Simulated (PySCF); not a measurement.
# C3H7FOSi: the cost of one run

Computed with PySCF 2.14.0, with density-fitted response routines of our own, on a single molecule in the gas phase. Atoms are numbered from 0 throughout.

## 1. The molecule as given

13 atoms, charge 0, multiplicity 1; geometry from: GFN2-xTB. The atoms were then displaced at random by about 0.01 Å, so the start is not that level's minimum.

Bonds of the start (Å): C0–C1 1.34, C1–C2 1.52, C2–F3 1.33, C1–O4 1.34, O4–Si5 1.63, C0–H6 1.06, C0–H7 1.07, C2–H8 1.10, C2–H9 1.10, Si5–H10 1.45, Si5–H11 1.46, Si5–H12 1.49.

## 2. Geometry optimisation at PBE0-D3(BJ)/def2-SVP

What the job is given:

```
{"job": {"xc": "PBE0", "basis": "def2-SVP", "d3": "d3bj", "grid": 1, "shake": 0.01, "kind": "geom"}, "charge": 0, "multiplicity": 1}
C     -0.680830    -1.954670     0.334320
C     -0.301550    -0.704220     0.047000
C     -0.708230     0.046290    -1.206370
F     -1.477410    -0.685900    -2.004950
O      0.513880    -0.030550     0.876210
Si     1.210150     1.447520     0.910400
H     -0.381300    -2.419410     1.235270
H     -1.332320    -2.457080    -0.344750
H     -1.226760     0.974000    -0.916230
H      0.200260     0.298810    -1.775650
H      2.090420     1.619170    -0.231840
H      1.924800     1.336370     2.184140
H      0.174710     2.512790     0.882120
```

Run with:

```sh
> OMP_NUM_THREADS=1 python probes_run.py task.json out
```

One launch serves the whole session: the jobs run in the order shown.

Q: Estimate the wall time and peak memory of this first job on 1 thread of Arm Neoverse V1, shared host.

About 2.7 min, with a peak of 0.5 GiB.
